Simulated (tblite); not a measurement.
# C6H20Si3: the cost of one run

Computed with tblite 0.8.0 (tight binding) and PySCF 2.14.0 (DFT, with response routines of our own); each step states its level. Atoms count from 0 throughout.

## 1. The molecule as given

29 atoms, charge 0, multiplicity 1; geometry from: MMFF94s geometry. This is the first candidate.

Bonds of the start (Å): C0–C1 1.54, C0–H10 1.10, C0–H11 1.10, C0–H9 1.08, C1–C3 1.55, C1–H12 1.08, C1–Si2 1.95, C3–C4 1.55, C3–H16 1.11, C3–H17 1.09, C4–C6 1.57, C4–H18 1.09, C4–Si5 1.95, C6–C7 1.54, C6–H22 1.08, C6–Si8 1.92, C7–H23 1.10, C7–H24 1.09, C7–H25 1.11, Si2–H13 1.49, Si2–H14 1.47, Si2–H15 1.49, Si5–H19 1.49, Si5–H20 1.48 and more.

## 2. GFN2-xTB relaxation, isomer A, conformer 1

What the job is given:

```
{"job": {"xc": "GFN2-xTB", "basis": "xTB", "kind": "relax"}, "charge": 0, "multiplicity": 1}
C      2.135200    -1.395800    -1.074100
C      1.922700     0.029200    -0.523200
Si     3.372900     0.506100     0.689400
C      0.537300     0.200800     0.157000
C     -0.701400     0.047300    -0.761400
Si    -0.903000     1.526400    -2.021600
C     -2.032900    -0.280600     0.002800
C     -1.988500    -1.721400     0.557600
Si    -2.597400     0.957600     1.356700
H      3.126700    -1.519100    -1.490200
H      1.415500    -1.611200    -1.879800
H      1.992300    -2.155600    -0.292200
H      2.013000     0.735300    -1.333400
H      3.171900     1.910300     1.133200
H      4.657100     0.398700    -0.025400
H      3.345800    -0.399800     1.871000
H      0.476300    -0.543400     0.976300
H      0.498100     1.170800     0.655000
H     -0.532200    -0.797800    -1.434400
H     -0.949400     2.802300    -1.254100
H      0.261700     1.553600    -2.936700
H     -2.150300     1.339400    -2.793200
H     -2.846100    -0.261700    -0.714400
H     -1.723100    -2.440900    -0.235900
H     -1.282500    -1.834800     1.381600
H     -2.989000    -2.030500     0.934700
H     -3.873300     0.490600     1.955200
H     -1.561000     1.055300     2.412700
H     -2.816300     2.296700     0.744600
```

On the command line:

```sh
$ OMP_NUM_THREADS=1 python ens_run.py task.json out
```

The driver reads the study from task.json and runs its stages one after another.

Q: Estimate the wall time of this first job on 1 thread of AMD EPYC 7R43, shared host.

About 5.2 s.
